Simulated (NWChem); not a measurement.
**One shape, several levels: triplet SnO**

We compute a comparison of 5 runs (UHF/STO-3G, UM06-2X/def2-TZVPPD, UB3LYP/def2-TZVPPD, UPBE0/def2-TZVPPD, UMP2/def2-TZVPPD) of triplet SnO. Input form: an ASE script.

The results are computed with NWChem 7.3.0.

28 further runs of the same task are left out: 28 set aside as unsound or not needed.

### 1 Starting point

SnO has 2 atoms, charge 0, and is taken as a triplet. SMILES of the parent species: `[O]=[Sn]`. The coordinates come from a PBE0-D4/def2-TZVP relaxation. That shape belongs to the parent species and isn't relaxed for this state.

Bond lengths: O1–Sn2 1.818 Å.

### 2 A single-point energy at UHF/STO-3G (run 1)

The input, run.py:

```python
from ase import Atoms
from ase.calculators.nwchem import NWChem

system = Atoms(['O', 'Sn'], positions=[
    [-0.000000, 0.000000, -0.007080],
    [0.000000, -0.000000, 1.810660],
])

calc = NWChem(
    label='calc',
    theory='scf',
    memory='2200 mb',
    basis='STO-3G',
    basispar='spherical bse',
    scf={'nopen': '2', 'uhf': None, 'thresh': '1e-08', 'maxiter': '80'},
    task='energy',
)
system.calc = calc

print("Total energy (eV):", round(system.get_potential_energy(), 6))
```

Run with:

```
$ export ASE_NWCHEM_COMMAND="nwchem PREFIX.nwi > PREFIX.nwo"
$ python run.py
```

The program printed:

```text
Total energy (eV): -164275.357807
```

The calculator wrote calc.nwi:

```
title "calc"

permanent_dir calc

scratch_dir calc

start calc

geometry units angstrom nocenter noautosym noautoz
  O  -0.0000000000000000e+00 0.0000000000000000e+00 -7.0800000000000004e-03
  Sn 0.0000000000000000e+00 -0.0000000000000000e+00 1.8106599999999999e+00
end

memory 2200 mb

basis spherical bse noprint
   * library STO-3G
end

scf
  nopen 2
  uhf
  thresh 1e-08
  maxiter 80
end

task scf energy
```

calc.nwo:

```text
Northwest Computational Chemistry Package (NWChem) 7.3.0
             --------------------------------------------------------

           Job information
           ---------------

    nwchem branch   = 7.3.0
    use scalapack   = T
    input           = calc.nwi
    prefix          = calc.
    data base       = calc/calc.db
    status          = startup
    nproc           =        1

           Memory information
           ------------------

[... 5 lines left out ...]
    hardfail = no
[... 34 lines left out ...]
            Nuclear Dipole moment (a.u.)
[... 58 lines left out ...]
 2-e energy   =    2436.225903
[... 20 lines left out ...]
  ga_iter_lsolve: convergence stagnant ... aborting solve
[... 13 lines left out ...]
      One electron energy =  -8586.660759999906
[... 9 lines left out ...]
          Final alpha eigenvalues
[... 170 lines left out ...]
                     UHF Final Beta Molecular Orbital Analysis
[... 141 lines left out ...]
       Multipole analysis of the density wrt the origin
       ------------------------------------------------

     L   x y z        total         alpha         beta         nuclear
     -   - - -        -----         -----         ----         -------
     0   0 0 0      0.000000    -30.000000    -28.000000     58.000000

     1   1 0 0      0.000000      0.000000      0.000000      0.000000
[... 8 lines of this table left out ...]
     2   0 0 2    -15.432045   -324.029006   -276.789338    585.386299

 Task  times  cpu:       16.9s     wall:       16.9s
 Total times  cpu:       16.9s     wall:       16.9s
```

Run time: 19 s. Hardware: 1 thread of Intel Xeon Platinum 8259CL at 2.50GHz (Skylake/Cascade Lake), shared host; peak memory 0.1 GiB.

### 3 The energy at UM06-2X/def2-TZVPPD (core potential) (run 2)

The input, run.py:

```python
from ase import Atoms
from ase.calculators.nwchem import NWChem

atoms = Atoms('OSn', positions=[
    [-0.000000, 0.000000, -0.007080],
    [0.000000, -0.000000, 1.810660],
])

calc = NWChem(
    label='mol',
    theory='dft',
    memory='2200 mb',
    basis='def2-TZVPPD',
    basispar='spherical bse',
    dft={'xc': 'm06-2x', 'mult': '3', 'grid': 'fine', 'convergence': 'energy 1e-08', 'iterations': '100', 'mulliken': None, 'print': 'low'},
    task='energy',
    **{'ecp bse': {'Sn library': 'def2-TZVPPD'}},
)
atoms.calc = calc

print(f"energy = {atoms.get_potential_energy():.6f} eV")
```

Run with:

```
$ export ASE_NWCHEM_COMMAND="nwchem PREFIX.nwi > PREFIX.nwo"
$ python run.py
```

The program printed:

```text
energy = -7873.524919 eV
```

The calculator wrote mol.nwi:

```
title "mol"

permanent_dir mol

scratch_dir mol

start mol

geometry units angstrom nocenter noautosym noautoz
  O  -0.0000000000000000e+00 0.0000000000000000e+00 -7.0800000000000004e-03
  Sn 0.0000000000000000e+00 -0.0000000000000000e+00 1.8106599999999999e+00
end

memory 2200 mb

basis spherical bse noprint
   * library def2-TZVPPD
end

dft
  xc m06-2x
  mult 3
  grid fine
  convergence energy 1e-08
  iterations 100
  mulliken
  print low
end
ecp bse
  Sn library def2-TZVPPD
end

task dft energy
```

mol.nwo:

```text
Northwest Computational Chemistry Package (NWChem) 7.3.0
             --------------------------------------------------------

           Job information
           ---------------

    nwchem branch   = 7.3.0
    use scalapack   = T
    input           = mol.nwi
    prefix          = mol.
    data base       = mol/mol.db
    status          = startup
    nproc           =        1

           Memory information
           ------------------

[... 5 lines left out ...]
    hardfail = no
[... 34 lines left out ...]
            Nuclear Dipole moment (a.u.)
[... 71 lines left out ...]
         Total DFT energy =     -289.346706274674
[... 1 line left out ...]
           Coulomb energy =      267.713088610574
[... 1 line left out ...]
 Nuclear repulsion energy =       51.236808247575
[... 32 lines left out ...]
     ------------------------------------------
      Spin Density - Lowdin Population Analysis
     ------------------------------------------

    Atom       Charge   Shell Charges
 -----------   ------   -------------------------------------------------------
    1 O    8     0.80   0.00  0.00  0.01  0.00  0.00  0.01  0.37  0.31  0.02  0.01  0.00 -0.00  0.07  0.00
    2 Sn  22     1.20   0.00  0.00  0.00  0.00  0.04  0.06  0.03  0.00  0.05  0.28  0.46  0.19 -0.02  0.04  0.03  0.02  0.00  0.01

     --------------------------
     Expectation value of S2:
     --------------------------
      <S2> =      2.0204 (Exact =     2.0000)

 Task  times  cpu:       49.8s     wall:       49.8s
 Total times  cpu:       49.9s     wall:       49.9s
```

Wall time 52 s (1 thread of Intel Xeon Platinum 8259CL at 2.50GHz (Skylake/Cascade Lake), shared host); peak memory 0.12 GiB.

Run 3 isn't shown in full; the table further down has it.

### 4 A single-point energy at UPBE0/def2-TZVPPD (core potential) (run 4)

The input, run.py:

```python
from ase import Atoms
from ase.calculators.nwchem import NWChem

atoms = Atoms(['O', 'Sn'], positions=[
    [-0.000000, 0.000000, -0.007080],
    [0.000000, -0.000000, 1.810660],
])

calc = NWChem(
    label='test',
    theory='dft',
    memory='2200 mb',
    basis='def2-TZVPPD',
    basispar='spherical bse',
    dft={'xc': 'pbe0', 'mult': '3', 'grid': 'fine', 'convergence': 'energy 1e-08', 'iterations': '100', 'mulliken': None},
    task='energy',
    **{'ecp bse': {'Sn library': 'def2-TZVPPD'}},
)
atoms.calc = calc

print("Total energy (eV):", round(atoms.get_potential_energy(), 6))
```

Run with:

```
$ export ASE_NWCHEM_COMMAND="nwchem PREFIX.nwi > PREFIX.nwo"
$ python run.py
```

The program printed:

```text
Total energy (eV): -7874.08846
```

The calculator wrote test.nwi:

```
title "test"

permanent_dir test

scratch_dir test

start test

geometry units angstrom nocenter noautosym noautoz
  O  -0.0000000000000000e+00 0.0000000000000000e+00 -7.0800000000000004e-03
  Sn 0.0000000000000000e+00 -0.0000000000000000e+00 1.8106599999999999e+00
end

memory 2200 mb

basis spherical bse noprint
   * library def2-TZVPPD
end

dft
  xc pbe0
  mult 3
  grid fine
  convergence energy 1e-08
  iterations 100
  mulliken
end
ecp bse
  Sn library def2-TZVPPD
end

task dft energy
```

test.nwo:

```text
Northwest Computational Chemistry Package (NWChem) 7.3.0
             --------------------------------------------------------

           Job information
           ---------------

    nwchem branch   = 7.3.0
    use scalapack   = T
    input           = test.nwi
    prefix          = test.
    data base       = test/test.db
    status          = startup
    nproc           =        1

           Memory information
           ------------------

[... 5 lines left out ...]
    hardfail = no
[... 34 lines left out ...]
            Nuclear Dipole moment (a.u.)
[... 59 lines left out ...]
          Convergence on density requested:  1.00D-05
[... 25 lines left out ...]
          Convergence aids based upon iterative change in
[... 29 lines left out ...]
 2-e energy   =     242.003539
[... 48 lines left out ...]
           Coulomb energy =      267.777478804208
[... 704 lines left out ...]
                     DFT Final Beta Molecular Orbital Analysis
[... 792 lines left out ...]
     Multipole analysis of the density
     ---------------------------------

     L   x y z        total         alpha         beta         nuclear
     -   - - -        -----         -----         ----         -------
     0   0 0 0     -0.000000    -16.000000    -14.000000     30.000000

     1   1 0 0      0.000000     -0.000000      0.000000      0.000000
[... 8 lines of this table left out ...]
     2   0 0 2    -17.613745   -151.305009   -123.879510    257.570773

 Task  times  cpu:       48.7s     wall:       48.7s
 Total times  cpu:       48.7s     wall:       48.7s
```

Run time: 50 s. Hardware: 1 thread of Intel Xeon Platinum 8259CL at 2.50GHz (Skylake/Cascade Lake), shared host; peak memory 0.12 GiB.

### 5 A single-point energy at UMP2/def2-TZVPPD (core potential) (run 5)

The input, run.py:

```python
from ase import Atoms
from ase.calculators.nwchem import NWChem

molecule = Atoms('OSn', positions=[
    [-0.000000, 0.000000, -0.007080],
    [0.000000, -0.000000, 1.810660],
])

calc = NWChem(
    label='job',
    theory='mp2',
    memory='2200 mb',
    basis='def2-TZVPPD',
    basispar='spherical bse',
    scf={'nopen': '2', 'uhf': None, 'thresh': '1e-08', 'maxiter': '80'},
    mp2={'freeze': 'core 5', 'tight': None},
    task='energy',
    **{'ecp bse': {'Sn library': 'def2-TZVPPD'}},
)
molecule.calc = calc

e = molecule.get_potential_energy()
print(f"E = {e:.6f} eV")
```

Run with:

```
$ export ASE_NWCHEM_COMMAND="nwchem PREFIX.nwi > PREFIX.nwo"
$ python run.py
```

The program printed:

```text
E = -7854.437139 eV
```

The calculator wrote job.nwi:

```
title "job"

permanent_dir job

scratch_dir job

start job

geometry units angstrom nocenter noautosym noautoz
  O  -0.0000000000000000e+00 0.0000000000000000e+00 -7.0800000000000004e-03
  Sn 0.0000000000000000e+00 -0.0000000000000000e+00 1.8106599999999999e+00
end

memory 2200 mb

basis spherical bse noprint
   * library def2-TZVPPD
end

scf
  nopen 2
  uhf
  thresh 1e-08
  maxiter 80
end
mp2
  freeze core 5
  tight
end
ecp bse
  Sn library def2-TZVPPD
end

task mp2 energy
```

job.nwo:

```text
Northwest Computational Chemistry Package (NWChem) 7.3.0
             --------------------------------------------------------

           Job information
           ---------------

    nwchem branch   = 7.3.0
    use scalapack   = T
    input           = job.nwi
    prefix          = job.
    data base       = job/job.db
    status          = startup
    nproc           =        1

           Memory information
           ------------------

[... 5 lines left out ...]
    hardfail = no
[... 34 lines left out ...]
            Nuclear Dipole moment (a.u.)
[... 62 lines left out ...]
 2-e energy   =     242.003539
[... 17 lines left out ...]
  ga_iter_lsolve: convergence stagnant ... aborting solve
[... 13 lines left out ...]
      One electron energy =   -581.746268158380
[... 9 lines left out ...]
          Final alpha eigenvalues
[... 318 lines left out ...]
                     UHF Final Beta Molecular Orbital Analysis
[... 365 lines left out ...]
          ---------------------------------------------------
                    Spin Component Scaled (SCS) MP2
          Same spin pairs                     -0.153116448454
          Same spin scaling factor             0.333333333333
          Opposite spin pairs                 -0.332712896235
          Opposite spin scaling fact.          1.200000000000
          SCS-MP2 correlation energy          -0.450294291634
          Total SCS-MP2 energy              -288.609708216358
          ---------------------------------------------------

 -----------------------
 Task  times  cpu:      127.1s     wall:      127.1s
 Total times  cpu:      127.1s     wall:      127.1s
```

Run time: 2.2 min. Hardware: 1 thread of Intel Xeon Platinum 8259CL at 2.50GHz (Skylake/Cascade Lake), shared host; peak memory 0.26 GiB.

### 6 Overview of the runs

```csv
run,level,iteration cap,module,energy (Eh),dipole moment (D),HOMO energy (eV),⟨S²⟩,wall time
1,UHF/STO-3G,80,scf,-6037.008099,2.90,-3.50,2.832,19 s
2,UM06-2X/def2-TZVPPD (core potential),100,dft,-289.346706,–,–,2.020,52 s
3,UB3LYP/def2-TZVPPD (core potential),100,dft,-289.517210,2.80,-4.39,2.010,1.7 min
4,UPBE0/def2-TZVPPD (core potential),100,dft,-289.367416,2.83,-4.66,2.013,50 s
5,UMP2/def2-TZVPPD (core potential),80,mp2,-288.645243,–,-6.86,2.039,2.2 min
```

### 7 Summary of results

```
                                                         quantity          value
                                              run 5: total energy  -288.64524 Eh
run 5: HOMO energy (Hartree–Fock orbitals) (highest over α and β)       -6.86 eV
 run 5: LUMO energy (Hartree–Fock orbitals) (lowest over α and β)       -0.16 eV
               run 5: correlation energy (5 core orbitals frozen)     -485.8 mEh
                         run 5: ⟨S²⟩ of the reference determinant          2.039
```

What this shows: Over runs 1, 3, 4 the dipole moment (its size) runs from 2.80 D (UB3LYP/def2-TZVPPD) to 2.90 D (UHF/STO-3G). The two ends differ in method and basis and core potential. Totals of different functionals can't be ranked against each other. Some runs of one species differ in core potentials or relativity; totals across that change don't compare. In run 1 the basis is minimal, so the values are rough. In run 1 relativity is left out where basis or elements ask for it. Spin contamination of the reference: run 1 ⟨S²⟩ = 2.83. Where it is this large, the reference is a mixture of spin states, and values that rest on it are in doubt. All runs together took 5.9 min, the longest 2.2 min.
